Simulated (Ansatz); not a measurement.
# C₂H₃AlO₂: one species, many methods

An exercise on one series of results from a longer session: the logs are not shown, and one member is left open.

Program: Ansatz 0.2.0, Gaussian basis. Level of theory: functionals in def2-TZVPP, the program's frozen cores in correlated methods. These are calculated values, not measurements.

Levels to be run: LDA (SPW92), PBE-D4, revPBE-D4, BLYP-D4, r2SCAN-D4, B97M-V, PBE0-D4, B3LYP-D4, r2SCANh-D4, r2SCAN0-D4, HSE06-D4, BHLYP-D4, CAM-B3LYP-D4, LC-ωPBE, ωB97X-V, ωB97M-V, B2PLYP, PBE-QIDH; CCSD(T)/def2-SVP; CCSD(T)/def2-TZVPP; MP2/def2-QZVPP; extrapolation to the limit; RPA on PBE.

## The geometry

An earlier PBE0-D4 in a triple-zeta def2 set relaxation fixed the geometry.

SMILES `C#[C][Al]([OH])[OH]`, 8 atoms, charge 0, spin multiplicity 1.

Atoms are counted from 1 here; the program's logs count them from 0.

Bond lengths: C1–C2 1.209 Å, C1–H6 1.067 Å, C2–Al3 1.895 Å, Al3–O4 1.689 Å, Al3–O5 1.684 Å, O4–H7 0.955 Å, O5–H8 0.956 Å. Angles: C2–C1–H6 179.5°, C1–C2–Al3 178.2°, C2–Al3–O4 121.8°, C2–Al3–O5 118.8°, O4–Al3–O5 119.4°, Al3–O4–H7 123.2°, Al3–O5–H8 122.8°.

Set-up of the first run:

File in.yaml:

```yaml
crystal:
  periodic: [false, false, false]
  atoms:
    - {symbol: C, position_ang: [-0.626308, 1.929601, 1.355750]}
    - {symbol: C, position_ang: [-0.367120, 0.941148, 0.709306]}
    - {symbol: Al, position_ang: [0.086764, -0.580055, -0.324854]}
    - {symbol: O, position_ang: [1.430714, -0.593101, -1.348413]}
    - {symbol: O, position_ang: [-0.881363, -1.953899, -0.214796]}
    - {symbol: H, position_ang: [-0.862257, 2.797270, 1.929583]}
    - {symbol: H, position_ang: [2.016727, 0.154256, -1.452631]}
    - {symbol: H, position_ang: [-0.704958, -2.752218, -0.709644]}
basis:
  gaussian: {orbitals: def2-TZVPP}
hamiltonian: {xc: lda}
output: {orbitals: {seedname: orbitals}}
```

Run with:

```bash
ansatz run in.yaml --threads 2 --pin off --events-out ev --progress --plain --max-ram 4352MiB
```

Among the steps run: LDA; PBE-D4 (GGA); revPBE-D4 (GGA); BLYP-D4 (GGA); r2SCAN-D4 (meta-GGA); B97M-V (meta-GGA); PBE0-D4 (hybrid); B3LYP-D4 (hybrid); r2SCANh-D4 (hybrid); r2SCAN0-D4 (hybrid); HSE06-D4 (hybrid); BHLYP-D4 (hybrid); CAM-B3LYP-D4 (range-separated); LC-ωPBE (range-separated); ωB97X-V (range-separated); ωB97M-V (range-separated); B2PLYP (double hybrid); PBE-QIDH (double hybrid).

One table of the session follows, with a row left open; its other results are not shown here.

It belongs to the step «Orbital energies across the functionals». 

| functional | HOMO (eV) | gap (eV) |
| --- | --- | --- |
| LDA (SPW92) | -7.27 | 5.51 |
| PBE-D4 | -7.06 | 5.56 |
| revPBE-D4 | -6.98 | 5.60 |
| BLYP-D4 | -6.87 | 5.50 |
| r2SCAN-D4 | -7.30 | 6.07 |
| B97M-V | -7.25 | 5.99 |
| PBE0-D4 | ? | ? |
| B3LYP-D4 | -8.04 | 7.17 |
| r2SCANh-D4 | -7.77 | 6.84 |
| r2SCAN0-D4 | -8.47 | 7.99 |
| HSE06-D4 | -7.90 | 6.88 |
| BHLYP-D4 | -9.35 | 9.59 |
| CAM-B3LYP-D4 | -9.67 | 10.04 |
| LC-ωPBE | -11.14 | 12.66 |
| ωB97X-V | -10.71 | 12.12 |
| ωB97M-V | -10.59 | 11.78 |

Estimate the missing values for PBE0-D4.

**Answer.** HOMO (eV): -8.30; gap (eV): 7.67. In the column «HOMO (eV)» it lies between r2SCAN0-D4 (-8.47) and B3LYP-D4 (-8.04).
